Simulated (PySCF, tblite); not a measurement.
**C6H6BS2 radical: geometry, infrared bands and EPR parameters**

Aim: predict the infrared bands and EPR parameters of C6H6BS2 radical (`[C]#CC(=C)B1SCCS1`).

The runs use tblite 0.8.0 and PySCF 2.14.0, with density-fitted response routines of our own; the level of theory stands in each step. All values are computed, except where a source is named. Atoms count from 0, in the outputs and in this text.

### 1 The starting structure

15 atoms, charge 0, multiplicity 2; geometry from: force field or distance geometry start.

Bonds of the start (Å): C0–C1 1.20, C1–C2 1.46, C2–C3 1.31, C2–B4 1.59, B4–S5 1.90, S5–C6 1.79, C6–C7 1.47, C7–S8 1.78, S8–B4 1.91, C3–H9 1.08, C3–H10 1.11, C6–H11 1.11, C6–H12 1.14, C7–H13 1.13, C7–H14 1.14.

### 2 Optimising the geometry with GFN2-xTB

What the job is given:

```
{"job": {"kind": "relax", "xc": "GFN2-xTB", "basis": "xTB"}, "charge": 0, "multiplicity": 2}
C      1.720900     2.189700    -1.340300
C      1.758100     1.104600    -0.835700
C      1.822600    -0.205600    -0.199200
C      2.858000    -1.004200    -0.336700
B      0.556800    -0.642400     0.658800
S     -0.493300     0.690100     1.519900
C     -1.818700     0.866200     0.327800
C     -2.184300    -0.442400    -0.240800
S     -0.822500    -1.592400    -0.250200
H      3.736800    -0.748600    -0.901900
H      2.849300    -1.993500     0.161800
H     -1.647800     1.682300    -0.412300
H     -2.721700     1.225300     0.925700
H     -3.133900    -0.846000     0.212900
H     -2.484600    -0.275000    -1.323100
```

On the command line:

```console
$ OMP_NUM_THREADS=1 python probes_run.py task.json out
```

This one command runs all jobs of the session in turn.

**Question.** This job is followed by: GFN2-xTB harmonic vibrations, gas phase; UKS B3LYP, pcH-1 on B C H S, non-relativistic, mean-field spin-orbit, GIAO. Predict these results of the whole session: strongest single infrared mode (GFN2-xTB); zero-point energy (GFN2-xTB); g(iso) (B3LYP); ⟨S²⟩; largest a(iso) (averaged by class); surface potential, 1st and 99th percentile.

The runs gave:

| quantity | value |
| --- | --- |
| strongest single infrared mode (GFN2-xTB) | 2207 cm⁻¹, 197 km/mol |
| zero-point energy (GFN2-xTB) | 62.7 kcal/mol |
| g(iso) (B3LYP) | 2.00449 |
| ⟨S²⟩ | 0.766 (exact 0.75) |
| largest a(iso) (averaged by class) | 13C on C0, 502.6 MHz |
| surface potential, 1st and 99th percentile | -1.39 V and 1.26 V |

What this shows: Relaxing lowered the energy by 1.634 eV in 163 steps; the close pair that moved most is B4–S5, from 1.903 to 1.787 Å. No mode is imaginary among the 39: a minimum at this level. The strongest single mode, at 2207 cm⁻¹, moves mainly C1 and C0. Unscaled tight-binding wavenumbers are off by several per cent, some by more. Its intensities can rank the bands wrongly. C0 carries the largest spin population, 0.71 e. The isotropic g lies 2.2 ppt above the free-electron value.
